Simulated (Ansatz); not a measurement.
# ClGeH4O3: the cost of one run

Method: UKS PBE/def2-SVP, in Ansatz 0.2.0.

### Step 1. The starting structure

Bond lengths: Ge1–H2 1.800 Å, Ge1–O3 1.770 Å, O3–H4 1.010 Å, Ge1–O5 1.769 Å, O5–H6 1.010 Å, Ge1–O7 1.769 Å, O7–H8 1.010 Å. Angles: H2–Ge1–O3 109.4°, H2–Ge1–O5 109.5°, H2–Ge1–O7 109.5°, O3–Ge1–O5 109.5°, O3–Ge1–O7 109.5°, O5–Ge1–O7 109.5°, Ge1–O3–H4 109.5°, Ge1–O5–H6 109.5°, Ge1–O7–H8 109.5°.

Coordinates:

```xyz
9

Ge    0.0000    0.0000    0.0000
H     0.0000    0.0000    1.8000
O     1.6691    0.0000   -0.5894
H     1.9855   -0.9521   -0.7061
O    -0.8337    1.4443   -0.5894
H    -1.7915    1.2136   -0.8118
O    -0.8337   -1.4443   -0.5894
H    -1.2883   -1.9100    0.1830
Cl    0.0000    0.0000    3.4700
```

### Step 2. Pulling towards end A

Springs on the bonds that form and break draw the guess towards this end; the thresholds are loose.

input.yaml

```yaml
crystal:
  periodic: [false, false, false]
  atoms:
    - { symbol: Ge, position_ang: [0.0, 0.0, 0.0] }
    - { symbol: H, position_ang: [0.0, 0.0, 1.8] }
    - { symbol: O, position_ang: [1.6691, 0.0, -0.5894] }
    - { symbol: H, position_ang: [1.9855, -0.9521, -0.7061] }
    - { symbol: O, position_ang: [-0.8337, 1.4443, -0.5894] }
    - { symbol: H, position_ang: [-1.7915, 1.2136, -0.8118] }
    - { symbol: O, position_ang: [-0.8337, -1.4443, -0.5894] }
    - { symbol: H, position_ang: [-1.2883, -1.91, 0.183] }
    - { symbol: Cl, position_ang: [0.0, 0.0, 3.47] }
magnetization:
  spin_polarized: true
  initial_magnetization: 1
basis:
  gaussian: { orbitals: def2-SVP }
hamiltonian:
  xc: pbe
relax:
  f_tol: 0.15
  max_steps: 25
  restrain:
    - { distance: [1, 8], at: 2.57, k: 30.0 }
    - { distance: [0, 1], at: 1.55, k: 30.0 }
output:
  orbitals: {}
```

Command:

```console
> ansatz run input.yaml --threads 4 --pin off --max-ram 5120MiB --backend cpu --events-out ev --progress --plain --runs-dir out
```

**Question.** How long does this run take on 4 threads of Arm Neoverse V1, shared host, and how much memory does it need?

About 24 s, with a peak of 0.28 GiB.
